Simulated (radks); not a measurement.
# Taking charge from the 1s level of Ru³⁸⁺ in fractions

An exercise on one series of results from a longer session: the logs are not shown, and one member is left open.

Method: non-relativistic Kohn-Sham, PBE, spin-polarised, spherical densities, point nucleus; open shells are filled with parallel spins first. Code: radks (a radial shooting solver on a logarithmic mesh, Libxc functionals) version 1.

## The system

| Item | Value |
| --- | --- |
| element | ruthenium (Z = 44) |
| charge | +38 |
| electrons | 6 |
| configuration | 1s(up 1, down 1) 2s2 2p2 |

A shell typed twice in an input gives spin up, then spin down.

The first run:

Input:

```text
Z 44
configuration 1s1 1s1 2s2 2p2
relativity non-relativistic
functional pbe,pbe
spin polarised
nucleus point
```

Among the steps run: Start: 1s(up 1, down 1) 2s2 2p2.

One table of the session follows, with a row left open; its other results are not shown here.

Radial moments (bohr):

```
  level      <r>  outermost maximum (interpolated)  90 % within
  1s up  0.03453                            0.0229       0.0614
1s down  0.03450                            0.0229       0.0613
  2s up   0.1430                             0.124        0.218
2s down        ?                                 ?            ?
  2p up   0.1211                            0.0962        0.194
2p down   0.1215                            0.0965        0.195
```

**Question.** Estimate the row for 2s down.

The run gave: <r>: 0.1435; outermost maximum (interpolated): 0.124; 90 % within: 0.219. In the column «<r>» it is the highest.
